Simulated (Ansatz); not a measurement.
# ClF2HSi: taking an electron away

One table from this session's results is given with a row withheld; the runs are named, their logs left out.

Method: unrestricted cation, the program's frozen cores in correlated methods; program: Ansatz 0.2.0, Gaussian basis.

Plan: UKS PBE-D4/def2-TZVPP; UKS r2SCAN-D4/def2-TZVPP; UKS PBE0-D4/def2-TZVPP; UKS B3LYP-D4/def2-TZVPP; UKS wB97X-V/def2-TZVPP; UKS wB97M-V/def2-TZVPP; UKS B2PLYP/def2-TZVPP; UHF-CCSD(T)/def2-TZVPP; UHF-MP2/def2-QZVPP; extrapolation to the limit; then −ε(HOMO) from the neutral's earlier runs with LDA (SPW92), PBE-D4, revPBE-D4, BLYP-D4, r2SCAN-D4, B97M-V, PBE0-D4, B3LYP-D4, r2SCANh-D4, r2SCAN0-D4, HSE06-D4, BHLYP-D4, CAM-B3LYP-D4, LC-ωPBE, ωB97X-V, ωB97M-V.

**The geometry**

All runs share one geometry, relaxed beforehand with PBE0-D4 in a triple-zeta def2 set.

SMILES `F[SiH](F)Cl`, 5 atoms, charge 0, spin multiplicity 1.

Atoms are counted from 1 here; the program's logs count them from 0.

Bond lengths: F1–Si2 1.577 Å, Si2–F3 1.577 Å, Si2–Cl4 2.018 Å, Si2–H5 1.465 Å. Angles: F1–Si2–F3 107.6°, F1–Si2–Cl4 109.0°, F1–Si2–H5 109.8°, F3–Si2–Cl4 109.0°, F3–Si2–H5 109.8°, Cl4–Si2–H5 111.5°.

The first run:

Contents of in.yaml:

```yaml
crystal:
  periodic: [false, false, false]
  atoms:
    - {symbol: F, position_ang: [-0.339564, -0.621435, 1.420097]}
    - {symbol: Si, position_ang: [0.095931, -0.000157, 0.037811]}
    - {symbol: F, position_ang: [-0.033543, 1.566847, 0.156522]}
    - {symbol: Cl, position_ang: [-1.157503, -0.655987, -1.401532]}
    - {symbol: H, position_ang: [1.484579, -0.362968, -0.254198]}
basis:
  gaussian: {orbitals: def2-TZVPP}
total_charge: 1
magnetization: {spin_polarized: true, initial_magnetization: 1}
hamiltonian: {xc: pbe, dispersion: d4}
```

Steps of the session up to this table: Cation, UKS PBE-D4/def2-TZVPP; Cation, UKS r2SCAN-D4/def2-TZVPP; Cation, UKS PBE0-D4/def2-TZVPP; Cation, UKS B3LYP-D4/def2-TZVPP; Cation, UKS wB97X-V/def2-TZVPP; Cation, UKS wB97M-V/def2-TZVPP; Cation, UKS B2PLYP (frozen core)/def2-TZVPP; Cation, UHF-CCSD(T)/def2-TZVPP; Cation, UHF-MP2/def2-QZVPP.

One of the session's tables, all rows but one given; the rest of the session is left out.

It belongs to the step «Ionisation energies side by side». For comparison, −ε(HOMO) of the neutral from earlier runs:

```
  functional  −ε(HOMO) (eV)
 LDA (SPW92)           8.69
      PBE-D4           8.55
   revPBE-D4           8.49
     BLYP-D4           8.39
   r2SCAN-D4           8.94
      B97M-V           9.03
     PBE0-D4          10.01
    B3LYP-D4           9.73
  r2SCANh-D4              ?
  r2SCAN0-D4          10.27
    HSE06-D4           9.60
    BHLYP-D4          11.33
CAM-B3LYP-D4          11.41
     LC-ωPBE          12.86
     ωB97X-V          12.47
     ωB97M-V          12.29
```

**Question.** Estimate the row for r2SCANh-D4.

Worked estimate for «−ε(HOMO) (eV)». Against the share of exact exchange, r2SCAN-D4 (0, 8.94), r2SCAN0-D4 (0.25, 10.27) give a slope of 5.32 per unit share; at 0.1 the line stands at 9.47.

**Answer.** −ε(HOMO) (eV): 9.47. In «−ε(HOMO) (eV)» the line misses by 0.00.

To keep in mind: The cation may have settled in a state other than its lowest; no search over hole states beyond the program's own was made.
